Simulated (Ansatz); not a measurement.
# CH5FGe: molecular dynamics

Purpose: to follow the molecule's vibrations and see whether its bonds hold. The start is relaxed first. Runs: 500 steps of 0.5 fs under a Nosé-Hoover thermostat at 1000 K. SMILES of the start: [CH3][GeH2][F].

Method: RHF/def2-SVP, in Ansatz 0.2.0.

## (1) Starting point

Bond lengths: Ge1–H2 1.550 Å, Ge1–C3 1.960 Å, C3–H4 1.110 Å, C3–H5 1.110 Å, C3–H6 1.110 Å, Ge1–F7 1.679 Å, Ge1–H8 1.549 Å. Angles: H2–Ge1–C3 109.4°, H2–Ge1–F7 109.5°, H2–Ge1–H8 109.5°, C3–Ge1–F7 109.5°, C3–Ge1–H8 109.5°, F7–Ge1–H8 109.5°, Ge1–C3–H4 109.5°, Ge1–C3–H5 109.5°, Ge1–C3–H6 109.5°, H4–C3–H5 109.4°, H4–C3–H6 109.4°, H5–C3–H6 109.4°.

As a file:

```xyz
8

Ge    0.0000    0.0000    0.0000
H     0.0000    0.0000    1.5500
C     1.8483    0.0000   -0.6527
H     2.1960   -1.0463   -0.7809
H     1.8968    0.5276   -1.6281
H     2.5002    0.5187    0.0808
F    -0.7913    1.3709   -0.5594
H    -0.7300   -1.2648   -0.5162
```

## (2) Relaxing the start

input.yaml

```yaml
crystal:
  periodic: [false, false, false]
  atoms:
    - { symbol: Ge, position_ang: [0.0, 0.0, 0.0] }
    - { symbol: H, position_ang: [0.0, 0.0, 1.55] }
    - { symbol: C, position_ang: [1.8483, 0.0, -0.6527] }
    - { symbol: H, position_ang: [2.196, -1.0463, -0.7809] }
    - { symbol: H, position_ang: [1.8968, 0.5276, -1.6281] }
    - { symbol: H, position_ang: [2.5002, 0.5187, 0.0808] }
    - { symbol: F, position_ang: [-0.7913, 1.3709, -0.5594] }
    - { symbol: H, position_ang: [-0.73, -1.2648, -0.5162] }
basis:
  gaussian: { orbitals: def2-SVP }
hamiltonian:
  xc: hf
relax:
  f_tol: 0.02
  max_steps: 40
```

The run is started by

```
$ ansatz run input.yaml --threads 1 --pin off --max-ram 2048MiB --backend cpu --events-out ev --progress --plain --runs-dir out
```

The runs that follow: The run.

What does the calculation give? Wanted: relaxation of the start; temperature, first and last step; temperature, second half; potential energy, second half; largest change of the conserved energy; bonds formed or broken.

**Answer**, as computed:

```
                              quantity                            value
               relaxation of the start          7 moves, 0.134 eV lower
                                length              500 steps of 0.5 fs
      temperature, first and last step                  1000 and 1096 K
              temperature, second half  mean 1057 K, from 372 to 2070 K
         potential energy, second half     +104 meV/atom from the start
largest change of the conserved energy                    1.16 meV/atom
                bonds formed or broken                                0
```

Against a set 1000 K the second half averages 1057 K with a spread of 392 K. The conserved energy strays from its start by at most 1.16 meV/atom, 1.5 % of the mean kinetic energy, which is good for a step of 0.5 fs. No bond forms or breaks. A run of 250 fs with 8 atoms shows the motion but fixes no equilibrium value. The nuclei move classically, without zero-point motion, which matters most for hydrogen.
